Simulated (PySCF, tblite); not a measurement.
# H11O3PSi4, a small molecule taken as a stand-in for a surface group (silica-backed Si): NMR shifts, core binding energies and electronic excitations, part 1 of 2

What NMR shifts, core binding energies and electronic excitations should one expect for `[SiH3]O[Si](P)(O[SiH3])O[SiH3]`?

Computed with tblite 0.8.0 and PySCF 2.14.0; each step states its level. No surroundings beyond the atoms listed, unless a continuum is named. Atoms count from 0, parts from 1.

### Step 1. The system as given

19 atoms, charge 0, multiplicity 1; geometry: distance geometry start.

### Step 2. Relaxing the cluster with GFN2-xTB

What the job is given:

```
{"job": {"kind": "relax", "xc": "GFN2-xTB", "basis": "xTB"}, "charge": 0, "multiplicity": 1}
Si     2.868918    -0.704664    -0.848129
O      1.307222    -0.914161    -0.357386
Si    -0.079077    -0.098850    -0.201623
O      0.195297     1.453069     0.300457
Si    -0.595552     2.726400     1.038850
O     -1.134583    -0.838580     0.835366
Si    -1.623874    -2.365048     1.241339
P     -1.069689    -0.009727    -2.194256
H      3.611569    -2.007467    -0.839986
H      3.573334     0.229310     0.066735
H      2.887092    -0.147369    -2.239444
H      0.301036     3.900323     1.035768
H     -0.888070     2.344055     2.435784
H     -1.836713     3.030770     0.319076
H     -2.684735    -2.289362     2.221851
H     -0.493898    -3.107591     1.804038
H     -2.106261    -3.065503     0.038278
H     -0.157419     0.922567    -2.766083
H     -2.026361     0.966266    -1.880975
```

With the program's defaults for keys left out, this is: GFN2-xTB geometry optimisation, gas phase.

Started as:

```bash
$ OMP_NUM_THREADS=1 python cluster_run.py task.json out
```

This one command runs all jobs of the session in turn.

The log of the run:

```text
step      E/eV     max force
  0    -750.05887    1.115
  1    -750.12997    0.628
  2    -750.19626    0.563
  3    -750.22728    0.610
  4    -750.29214    0.433
  5    -750.32169    0.428
  6    -750.34791    0.333
  7    -750.36861    0.331
  8    -750.38279    0.252
  9    -750.39088    0.195
 10    -750.39742    0.183
 11    -750.40331    0.202
 12    -750.40776    0.175
 13    -750.41034    0.086
 14    -750.41204    0.096
 15    -750.41353    0.110
 16    -750.41486    0.144
 17    -750.41590    0.126
 18    -750.41662    0.084
 19    -750.41706    0.046
 20    -750.41729    0.031
 21    -750.41740    0.028
 22    -750.41751    0.030
 23    -750.41766    0.039
 24    -750.41785    0.039
 25    -750.41802    0.033
 26    -750.41817    0.030
 27    -750.41831    0.034
 28    -750.41851    0.041
 29    -750.41878    0.054
 30    -750.41917    0.064
 31    -750.41967    0.060
 32    -750.42013    0.048
 33    -750.42040    0.031
 34    -750.42052    0.022
 35    -750.42060    0.022
 36    -750.42071    0.035
 37    -750.42087    0.045
 38    -750.42105    0.034
 39    -750.42117    0.025
 40    -750.42124    0.021
 41    -750.42133    0.035
 42    -750.42146    0.046
 43    -750.42160    0.040
 44    -750.42169    0.016
 45    -750.42172    0.014
 46    -750.42174    0.012
 47    -750.42178    0.019
 48    -750.42184    0.025
 49    -750.42194    0.024
 50    -750.42204    0.017
 51    -750.42209    0.012
 52    -750.42212    0.012
 53    -750.42215    0.014
 54    -750.42222    0.014
 55    -750.42231    0.018
 56    -750.42242    0.020
 57    -750.42251    0.017
 58    -750.42256    0.015
 59    -750.42260    0.015
 60    -750.42269    0.020
 61    -750.42281    0.024
 62    -750.42295    0.022
 63    -750.42307    0.021
 64    -750.42317    0.027
 65    -750.42327    0.029
 66    -750.42341    0.029
 67    -750.42364    0.037
 68    -750.42400    0.044
 69    -750.42444    0.053
 70    -750.42488    0.046
 71    -750.42521    0.031
 72    -750.42547    0.038
 73    -750.42575    0.045
 74    -750.42602    0.061
 75    -750.42636    0.054
 76    -750.42662    0.037
 77    -750.42681    0.023
 78    -750.42693    0.024
 79    -750.42712    0.025
 80    -750.42724    0.023
 81    -750.42734    0.022
 82    -750.42743    0.022
 83    -750.42755    0.023
 84    -750.42764    0.022
 85    -750.42778    0.026
 86    -750.42788    0.018
 87    -750.42795    0.015
 88    -750.42799    0.015
 89    -750.42805    0.019
 90    -750.42811    0.032
 91    -750.42819    0.028
 92    -750.42829    0.032
 93    -750.42854    0.042
 94    -750.42865    0.031
 95    -750.42879    0.022
 96    -750.42893    0.082
 97    -750.42912    0.030
 98    -750.42926    0.034
 99    -750.42656    0.334
100    -750.42977    0.020
101    -750.43012    0.021
102    -750.42605    0.198
103    -750.43018    0.030
104    -750.43091    0.113
105    -750.43152    0.145
106    -750.43371    0.124
107    -750.43574    0.090
108    -750.43373    0.402
109    -750.43939    0.157
110    -750.44253    0.116
111    -750.44259    0.283
112    -750.44635    0.100
113    -750.44944    0.112
114    -750.45671    0.118
115    -750.45577    0.262
116    -750.46317    0.147
117    -750.46680    0.128
118    -750.47211    0.172
119    -750.47677    0.156
120    -750.47988    0.154
121    -750.48273    0.111
122    -750.48484    0.164
123    -750.48752    0.136
124    -750.49011    0.116
125    -750.49231    0.126
126    -750.49478    0.138
127    -750.49735    0.110
128    -750.49966    0.098
129    -750.50175    0.103
130    -750.50320    0.094
131    -750.50479    0.096
132    -750.50612    0.093
133    -750.50768    0.091
134    -750.50942    0.100
135    -750.51165    0.094
136    -750.51380    0.095
137    -750.51528    0.098
138    -750.51669    0.074
139    -750.51809    0.103
140    -750.51951    0.130
141    -750.52085    0.139
142    -750.52193    0.101
143    -750.52278    0.068
144    -750.52347    0.060
145    -750.52425    0.077
146    -750.52528    0.094
147    -750.52655    0.102
148    -750.52786    0.081
149    -750.52906    0.077
150    -750.53018    0.077
151    -750.53136    0.084
152    -750.53249    0.069
153    -750.53336    0.085
154    -750.53396    0.066
155    -750.53433    0.046
156    -750.53456    0.030
157    -750.53471    0.036
158    -750.53487    0.037
159    -750.53508    0.046
160    -750.53531    0.046
161    -750.53554    0.040
162    -750.53574    0.030
163    -750.53596    0.037
164    -750.53624    0.042
165    -750.53653    0.036
166    -750.53677    0.033
167    -750.53694    0.028
168    -750.53709    0.035
169    -750.53728    0.037
170    -750.53752    0.035
171    -750.53778    0.037
172    -750.53806    0.036
173    -750.53840    0.046
174    -750.53886    0.070
175    -750.53952    0.085
176    -750.54039    0.083
177    -750.54133    0.068
178    -750.54223    0.067
179    -750.54313    0.065
180    -750.54388    0.055
181    -750.54460    0.051
182    -750.54527    0.052
183    -750.54585    0.077
184    -750.54644    0.090
185    -750.54704    0.062
186    -750.54783    0.055
187    -750.54841    0.084
188    -750.54916    0.085
189    -750.54990    0.070
190    -750.55050    0.077
191    -750.55108    0.075
192    -750.55170    0.085
193    -750.55244    0.073
194    -750.55314    0.071
195    -750.55371    0.072
196    -750.55420    0.064
197    -750.55469    0.073
198    -750.55516    0.061
199    -750.55557    0.048
200    -750.55588    0.055
201    -750.55588    0.055
202    -750.55816    0.047
203    -750.55870    0.026
204    -750.55895    0.063
205    -750.55919    0.061
206    -750.55937    0.039
207    -750.55947    0.042
208    -750.55961    0.017
209    -750.55965    0.011
210    -750.55968    0.009
211    -750.55970    0.004
```

Wall time 18 s (1 thread of Intel Xeon 6975P-C, shared host).

The steps of the relaxation:

```csv
step,energy from step 0 (eV),largest force (eV/Å)
0,0.0000,1.1155
8,-0.3239,0.2521
16,-0.3560,0.1441
24,-0.3590,0.0387
32,-0.3613,0.0476
40,-0.3624,0.0211
48,-0.3630,0.0251
56,-0.3636,0.0199
64,-0.3643,0.0264
72,-0.3666,0.0380
80,-0.3684,0.0240
88,-0.3691,0.0154
96,-0.3701,0.0819
104,-0.3720,0.1136
112,-0.3875,0.1000
120,-0.4210,0.1538
128,-0.4408,0.0980
136,-0.4549,0.0943
144,-0.4646,0.0602
152,-0.4736,0.0689
160,-0.4764,0.0463
168,-0.4782,0.0344
176,-0.4815,0.0833
184,-0.4876,0.0896
192,-0.4928,0.0853
200,-0.4970,0.0552
208,-0.5007,0.0168
211,-0.5008,0.0044
```

Distances of close pairs at the start and the end, largest changes first:

```csv
bond,before (Å),after (Å),change (Å)
O3–Si4,1.671,1.626,-0.045
P7–H17,1.424,1.384,-0.041
Si2–O5,1.654,1.615,-0.040
Si0–H10,1.499,1.460,-0.039
Si0–H8,1.500,1.462,-0.037
Si2–O3,1.654,1.617,-0.037
O5–Si6,1.654,1.623,-0.031
Si0–O1,1.650,1.623,-0.027
```

### Step 3. Geometry optimisation at PBE0-D3(BJ)/def2-SVP

What the job is given:

```
{"job": {"xc": "PBE0", "basis": "def2-SVP", "d3": "d3bj", "grid": 2, "kind": "geom", "shake": 0.01}, "charge": 0, "multiplicity": 1}
Si     2.495305    -0.646543    -0.330519
O      1.128489    -0.245243    -1.168937
Si    -0.472545    -0.000237    -0.997610
O     -0.637387     1.367776    -0.150252
Si    -0.229719     2.154898     1.189022
O     -1.099973    -1.217627    -0.158681
Si    -1.091076    -1.917105     1.311733
P     -1.351755     0.007035    -3.007926
H      2.483008    -2.064921    -0.121635
H      2.472101     0.073689     0.964694
H      3.516905    -0.148228    -1.220488
H      1.061269     2.812193     0.932577
H     -0.143978     1.236439     2.311823
H     -1.344659     3.111298     1.365991
H     -2.050877    -1.183432     2.146035
H      0.244135    -1.857102     1.897489
H     -1.540493    -3.260252     1.002345
H     -0.882672     1.249838    -3.353309
H     -2.576998     0.525338    -2.584146
```

The log of the run:

```text
step   0  E = -1730.33859303  max force = 0.026269
step   1  E = -1730.35613080  max force = 0.007684
step   2  E = -1730.35687858  max force = 0.002257
step   3  E = -1730.35693407  max force = 0.000689
step   4  E = -1730.35695597  max force = 0.000560
step   5  E = -1730.35696392  max force = 0.000416
optimisation converged
```

Wall time 1.8 min (1 thread of Intel Xeon 6975P-C, shared host); peak memory 1.2 GiB.

Step by step:

```csv
step,energy from step 0 (eV),largest force component (eV/Å)
0,0.0000,1.3508
1,-0.4772,0.3951
2,-0.4976,0.1161
3,-0.4991,0.0354
4,-0.4997,0.0288
5,-0.4999,0.0214
```

Distances of close pairs at the start and the end, largest changes first:

```csv
bond,before (Å),after (Å),change (Å)
Si0–H8,1.434,1.492,+0.059
P7–H17,1.373,1.429,+0.056
O3–Si4,1.606,1.661,+0.055
Si0–H10,1.444,1.489,+0.045
Si4–H12,1.453,1.496,+0.043
Si2–O5,1.606,1.648,+0.042
Si6–H16,1.450,1.489,+0.039
Si2–P7,2.194,2.231,+0.037
```

The final coordinates are the input of the step that follows.

```csv
at the end point,value
point group (found at 0.08 Å tolerance),C1
"rotational constants (GHz, main isotopes)","0.696, 0.624, 0.617"
dipole moment (D),1.61
```

### Step 4. NMR shieldings: PBE0/pcSseg-1

What the job is given:

```
{"job": {"kind": "nmr", "xc": "PBE0", "basis": "pcSseg-1"}, "charge": 0, "multiplicity": 1}
Si     2.554540    -0.646693    -0.399909
O      1.165881    -0.256956    -1.224461
Si    -0.451400    -0.003132    -1.041499
O     -0.678569     1.396426    -0.201916
Si    -0.300793     2.236989     1.179556
O     -1.116196    -1.245921    -0.188113
Si    -1.160636    -1.981055     1.300787
P     -1.390030     0.034648    -3.064872
H      2.598757    -2.113520    -0.128021
H      2.595370     0.091133     0.900597
H      3.724865    -0.255410    -1.232810
H      1.008330     2.934131     1.014943
H     -0.209270     1.295741     2.338402
H     -1.373566     3.237967     1.433745
H     -2.108378    -1.260302     2.200564
H      0.202575    -1.964963     1.916297
H     -1.609388    -3.389433     1.122908
H     -0.858317     1.329837    -3.350485
H     -2.614792     0.558290    -2.547630
```

With the program's defaults for keys left out, this is: GIAO PBE0/pcSseg-1 NMR shielding, non-relativistic, gas phase.

The log of the run:

```text
coarse grid: 18200 points
cycle   1  E = -1730.5889322884  dE =  5.644e-01  |g| = 1.201e+00  |ddm| = 4.032e+00
cycle   2  E = -1730.1649197975  dE =  4.240e-01  |g| = 1.910e+00  |ddm| = 2.230e+00
cycle   3  E = -1730.8341171337  dE = -6.692e-01  |g| = 1.080e-01  |ddm| = 1.602e+00
cycle   4  E = -1730.8365959488  dE = -2.479e-03  |g| = 4.605e-02  |ddm| = 1.952e-01
cycle   5  E = -1730.8371743265  dE = -5.784e-04  |g| = 7.024e-03  |ddm| = 6.813e-02
cycle   6  E = -1730.8371842200  dE = -9.894e-06  |g| = 1.663e-03  |ddm| = 8.974e-03
final grid: 152352 points
cycle   7  E = -1730.9119750336  dE = -9.059e-06  |g| = 1.116e-02  |ddm| = 2.287e-02
cycle   8  E = -1730.9119475403  dE =  2.749e-05  |g| = 1.680e-02  |ddm| = 1.756e-02
cycle   9  E = -1730.9119951710  dE = -4.763e-05  |g| = 8.058e-04  |ddm| = 1.098e-02
cycle  10  E = -1730.9119953147  dE = -1.437e-07  |g| = 1.938e-04  |ddm| = 1.125e-03
cycle  11  E = -1730.9119953208  dE = -6.097e-09  |g| = 9.261e-05  |ddm| = 2.062e-04
cycle  12  E = -1730.9119953223  dE = -1.495e-09  |g| = 1.432e-05  |ddm| = 7.457e-05
cycle  13  E = -1730.9119953223  dE = -4.229e-11  |g| = 3.610e-06  |ddm| = 1.984e-05
converged SCF energy = -1730.9119953223

GIAO shielding tensors (ppm)
atom      isotropic    diamagn.    paramagn.     s11        s22        s33       span
  0 Si     390.976     880.112    -489.136    347.541    363.217    462.168    114.627
  1 O      269.789     403.412    -133.623    244.740    277.447    287.180     42.440
  2 Si     396.118     882.356    -486.237    359.215    385.317    443.824     84.609
  3 O      264.005     404.326    -140.320    245.788    267.042    279.186     33.398
  4 Si     391.724     880.424    -488.700    348.688    363.362    463.121    114.433
  5 O      270.299     403.473    -133.174    245.928    276.193    288.775     42.846
  6 Si     390.927     880.187    -489.260    347.994    362.585    462.201    114.206
  7 P      595.154     967.111    -371.957    551.074    605.385    629.004     77.930
  8 H       26.108      29.870      -3.762     22.740     24.644     30.941      8.201
  9 H       26.045      31.820      -5.775     22.487     25.450     30.198      7.711
 10 H       26.296      28.589      -2.293     22.821     24.265     31.801      8.980
 11 H       26.100      30.122      -4.022     22.735     24.524     31.041      8.307
 12 H       26.007      31.927      -5.921     22.403     25.481     30.136      7.733
 13 H       26.257      28.906      -2.649     22.771     24.252     31.749      8.978
 14 H       26.122      30.105      -3.983     22.738     24.606     31.022      8.284
 15 H       26.025      31.815      -5.790     22.492     25.477     30.107      7.616
 16 H       26.281      28.580      -2.300     22.809     24.252     31.781      8.972
 17 H       29.682      29.487       0.195     24.747     27.412     36.887     12.140
 18 H       29.683      29.533       0.150     24.745     27.445     36.860     12.115
```

It took 46 s on 1 thread of Intel Xeon 6975P-C, shared host; peak memory 1.5 GiB.

Shifts follow as δ = σ(reference) − σ, with reference shieldings (ppm) from runs at the same level and on the same kind of geometry: 1H TMS 31.27, 29Si TMS 352.0, 17O H2O 334.6, 31P H3PO4 310.1. The references are single molecules in the gas phase, so shifts against H2O, NH3, PH3, H3PO4 or CFCl3 are not on the usual liquid scales and can be off by tens of ppm.

```csv
atoms,environment,σ (ppm),δ (ppm)
H12,hydrogen on a silicon bonded to O,26.01,5.26
H15,hydrogen on a silicon bonded to O,26.03,5.24
H9,hydrogen on a silicon bonded to O,26.05,5.22
H11,hydrogen on a silicon bonded to O,26.10,5.17
H8,hydrogen on a silicon bonded to O,26.11,5.16
H14,hydrogen on a silicon bonded to O,26.12,5.15
H13,hydrogen on a silicon bonded to O,26.26,5.01
H16,hydrogen on a silicon bonded to O,26.28,4.99
H10,hydrogen on a silicon bonded to O,26.30,4.97
H17,hydrogen on a phosphorus bonded to Si,29.68,1.59
H18,hydrogen on a phosphorus bonded to Si,29.68,1.58
Si6,"silicon bonded to O, 3 H",390.9,-38.9
Si0,"silicon bonded to O, 3 H",391.0,-39.0
Si4,"silicon bonded to O, 3 H",391.7,-39.7
Si2,"silicon bonded to 3 O, P",396.1,-44.1
O3,oxygen bonded to 2 Si,264.0,70.6
O1,oxygen bonded to 2 Si,269.8,64.8
O5,oxygen bonded to 2 Si,270.3,64.3
P7,"phosphorus bonded to Si, 2 H",595.2,-285.0
```

Charges from the same density, by scheme (e):

```csv
atoms,Mulliken,IAO,Hirshfeld,ESP fit
Si0,0.69,0.85,0.39,0.52
O1,-0.76,-0.87,-0.31,-0.36
Si2,1.30,1.40,0.48,0.68
O3,-0.76,-0.87,-0.31,-0.53
Si4,0.69,0.85,0.39,0.61
O5,-0.76,-0.87,-0.31,-0.36
Si6,0.69,0.85,0.39,0.52
P7,-0.24,-0.11,-0.01,-0.36
```

Mayer bond orders: Si0–O1 0.89, O1–Si2 0.92, Si2–O3 0.91, O3–Si4 0.89, Si2–O5 0.92, O5–Si6 0.89, Si2–P7 0.99.

The fields below are evaluated on a grid from the run's orbitals.

Frontier orbitals at PBE0/pcSseg-1, with the share of their density that lies nearest to each atom:

```csv
orbital,energy (eV),lies on
HOMO,-7.74,"P7 66 %; H17, H18 about 8 % each; Si2 8 %"
LUMO,-0.35,"O1, O3, O5 about 7 % each; 7 H atoms about 6 % each"
```

ELF in a plane through or near 4 of the atoms.

Ten even steps from ' ' (0.00) to '@' (1.00):
```
                                                        
                                                        
              ::**####--                                
            --@@@@@@@@@@++                              
            ::@@@@@@@@@@::                              
            ..==%%@@@@==    ....                        
      ::%%@@@@%%--    ==##%%##++..      ::--..          
    ..**@@@@@@@@##::::%%--++%%**..      --++==          
      ++@@@@@@@@%%==--######%%==..::..  ..::..          
        --**##++..    ..--::..##++..--..                
                      ..====..==::..::..                
            ..::....::####++%%##::..      ....          
            ..----::..**%%**%%##--                      
            ..==++--....==****++::                      
            **@@@@@@**--....                            
          ..##@@@@@@%%==::..                            
            ..++**++::                                  
                                                        
                                                        
                                                        
```
The map spans 11.1 Å across and 12.2 Å up, centred on the molecule. Atoms in the plane (x, y in Å): O1 (-0.3, 1.4), Si2 (0.7, 0.1), O5 (-0.2, -1.3), H8 (-2.9, 1.4).

On the surface of density 0.002 e/bohr³ the electrostatic potential runs, from the 1st to the 99th percentile, from -0.88 V near P7 to 1.54 V near H15.

(Continued in part 2 of 2.)
